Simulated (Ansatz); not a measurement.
## CsLaS2, space group R-3m: the levels without and with spin-orbit coupling

Computed with Ansatz 0.2.0 through its Python package.

`cslas2.cif`
```cif
data_CsLaS2
_cell_length_a 8.477958
_cell_length_b 8.477958
_cell_length_c 8.477958
_cell_angle_alpha 29.60450
_cell_angle_beta 29.60450
_cell_angle_gamma 29.60450
_symmetry_space_group_name_H-M 'P 1'
_symmetry_Int_Tables_number 1
loop_
_symmetry_equiv_pos_as_xyz
'x, y, z'
loop_
_atom_site_label
_atom_site_type_symbol
_atom_site_fract_x
_atom_site_fract_y
_atom_site_fract_z
Cs1 Cs    0.000000    0.000000    0.000000
La2 La    0.500000    0.500000    0.500000
S3 S    0.229086    0.229086    0.229086
S4 S    0.770914    0.770914    0.770914
```

`soc.py`
```python
"""Levels of CsLaS2 without and with spin-orbit coupling."""

import ansatz as az
from ase.io import read


def main() -> None:
    atoms = read("cslas2.cif")
    structure = az.Crystal.from_ase(atoms)

    calculation = (
        structure.calculation()
        .occupations("fixed")
        .kpoints(6, 6, 6)
        .functional("pbesol")
        .basis(550)
        .band_table()
    )
    for label, variant in (("scalar-relativistic", calculation), ("spin-orbit", calculation.spin(soc=True))):
        r = variant.run(threads=1).report
        zero = r["band_edges_ev"][0] if r.get("band_edges_ev") else r["fermi_energy_ev"]
        near = [round(e - zero, 3) for e in r["eigenvalues_ev"][0] if abs(e - zero) < 3]
        print(label)
        print("  band edges (eV):", [round(e, 3) for e in r.get("band_edges_ev") or []] or "none reported")
        print("  levels at k =", r["kpoints_frac"][0], "within 3 eV of the zero:", near)


if __name__ == "__main__":
    main()
```

Output of `python soc.py`:
```text
scalar-relativistic
  band edges (eV): [5.369, 7.766]
  levels at k = [0.0, 0.0, 0.0] within 3 eV of the zero: [-2.035, -1.374, -1.374, -0.129, -0.0, 0.0]
spin-orbit
  band edges (eV): [5.413, 7.765]
  levels at k = [0.0, 0.0, 0.0] within 3 eV of the zero: [-2.08, -2.08, -1.431, -1.431, -1.409, -1.409, -0.198, -0.198, -0.064, -0.064, -0.0, 0.0]
```

Caveats:
- The computed bands are complete only to about 3.6 eV above the Fermi level.
- Semilocal functionals put the empty 4f levels of La too low, which can move the conduction edge.
- This cell is a computed structure, which may not be the phase found in nature.
- Gaps and levels are Kohn-Sham values on a finite set of k-points.
- With spin-orbit coupling each level holds one electron and, with inversion or at time-reversal points, comes in pairs; a window in energy can cut a split set.
- Timing: 72 s on 1 thread of Arm Neoverse V2 (shared host), peak memory 1.1 GiB.
